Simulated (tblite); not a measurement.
# C8H24S4Si4: the cost of one run

Computed with tblite 0.8.0 and PySCF 2.14.0 and routines of our own; the level stands in each step. Atoms count from 0.

### Step 1. The starting structure

40 atoms, charge 0, multiplicity 1; geometry from: force field, distance geometry or constructed start.

### Step 2. Relaxing the molecule with GFN2-xTB

The job: settings as JSON, then the geometry in Å.

```
{"job": {"kind": "relax", "xc": "GFN2-xTB", "basis": "xTB"}, "charge": 0, "multiplicity": 1}
C     -0.848900     2.904900    -1.901100
Si     0.213100     2.329400    -0.504200
C      1.213200     3.781700     0.114700
S      1.583000     0.886900    -1.278500
Si     2.347500    -0.194200     0.397900
C      3.770400    -1.224400    -0.229400
C      2.996800     0.959300     1.696400
S      0.947500    -1.504500     1.321800
Si    -0.209600    -2.369400    -0.243200
C      0.869800    -3.096900    -1.560100
C     -1.213400    -3.750900     0.510700
S     -1.572900    -1.019000    -1.185600
Si    -2.355900     0.234300     0.350600
C     -3.013300    -0.768700     1.758800
C     -3.772600     1.194700    -0.399600
S     -0.959300     1.642300     1.144000
H     -1.630900     3.593700    -1.546400
H     -0.257900     3.441300    -2.644300
H     -1.342200     2.078000    -2.414700
H      1.826000     3.531000     0.983100
H      1.869700     4.164200    -0.669100
H      0.544700     4.606000     0.407700
H      3.481000    -1.884600    -1.034900
H      4.184100    -1.845200     0.575200
H      4.579300    -0.580200    -0.599000
H      2.186600     1.476900     2.230000
H      3.571400     0.406900     2.449900
H      3.663000     1.711000     1.269500
H      1.367100    -2.326300    -2.163600
H      0.284600    -3.711900    -2.245400
H      1.649400    -3.737700    -1.129700
H     -1.837900    -3.402000     1.340000
H     -1.868000    -4.209900    -0.235000
H     -0.550600    -4.534100     0.905600
H     -3.677000    -1.562200     1.404300
H     -2.217100    -1.225200     2.348600
H     -3.598000    -0.136900     2.437200
H     -3.464000     1.764800    -1.281500
H     -4.570700     0.507200    -0.709800
H     -4.198100     1.893600     0.328200
```

Started as:

```sh
> OMP_NUM_THREADS=1 python large_run.py task.json out
```

The driver reads the jobs from task.json and runs them one after another.

**Question.** How long does this run take on 1 thread of Arm Neoverse N1, shared host?

About 6.7 s.
